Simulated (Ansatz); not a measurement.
# MnCl3 (ReO3 type): a single-point run

The task is a single-point run on MnCl3 (ReO3 type). The structure is shown as the input types it.

Computed with Ansatz 0.2.0 (DFT PBEsol, scalar-relativistic, plane waves, PAW, unless a step's input says otherwise).

**1. The starting structure**

The structure is cubic, space group Pm-3m (No. 221). The conventional cell has a = 4.663 Å, b = 4.663 Å, c = 4.663 Å, α = 90.00°, β = 90.00°, γ = 90.00°. Mn (site symmetry m-3m) has 6 Cl at 2.33 Å as nearest neighbours. Around Cl (site symmetry 4/mmm) lie 2 Mn at 2.33 Å.

As a file:

```cif
data_structure
_symmetry_space_group_name_H-M 'Pm-3m'
_symmetry_Int_Tables_number 221
_cell_length_a 4.6629
_cell_length_b 4.6629
_cell_length_c 4.6629
_cell_angle_alpha 90.000
_cell_angle_beta 90.000
_cell_angle_gamma 90.000
_cell_volume 101.38
loop_
_atom_site_label
_atom_site_type_symbol
_atom_site_symmetry_multiplicity
_atom_site_Wyckoff_symbol
_atom_site_fract_x
_atom_site_fract_y
_atom_site_fract_z
_atom_site_occupancy
Mn1 Mn 1 a 0.00000 0.00000 0.00000 1
Cl1 Cl 3 d 0.50000 0.00000 0.00000 1
```

**2. Input and run**

File input.yaml:

```yaml
crystal:
  lattice:
    - [4.6628782148, 0.0, 0.0]
    - [0.0, 4.6628782148, 0.0]
    - [0.0, 0.0, 4.6628782148]
  atoms:
    - { symbol: Mn, position: [0.0, 0.0, 0.0], spin: 4.0 }
    - { symbol: Cl, position: [0.5, 0.0, 0.0] }
    - { symbol: Cl, position: [0.0, 0.0, 0.5] }
    - { symbol: Cl, position: [0.0, 0.5, 0.0] }
basis:
  ecutwfc: 420
  ecutrho_ratio: 4
kpoints:
  mp_grid: { grid: [6, 6, 6] }
hamiltonian:
  xc: pbesol
scf:
  occupations: { method: gaussian, width: 5.0 }
  max_iter: 80
output:
  forces: true
  stress: true
magnetization:
  spin_polarized: true
```

Launch:

```sh
> ansatz run input.yaml --threads 4 --pin off --max-ram 4096MiB --backend cpu --events-out ev --progress --plain --runs-dir out
```

Q: Will this input give a usable result? If not, why, and what should change?

This run ends as converged, with warnings (seeded moment not kept). Its log warns: «the starting moments were not kept: the SCF closed with an absolute magnetisation of 5.8e-7 μB, where they sum to 4 μB in size (1 site). That is at most 0.1 of that sum ...»

Look at the input: scf.occupations.width is 5.0. Occupations are smeared over electronvolts, wider than many features of the bands.

Run again and compare: set scf.occupations.width to 0.05.
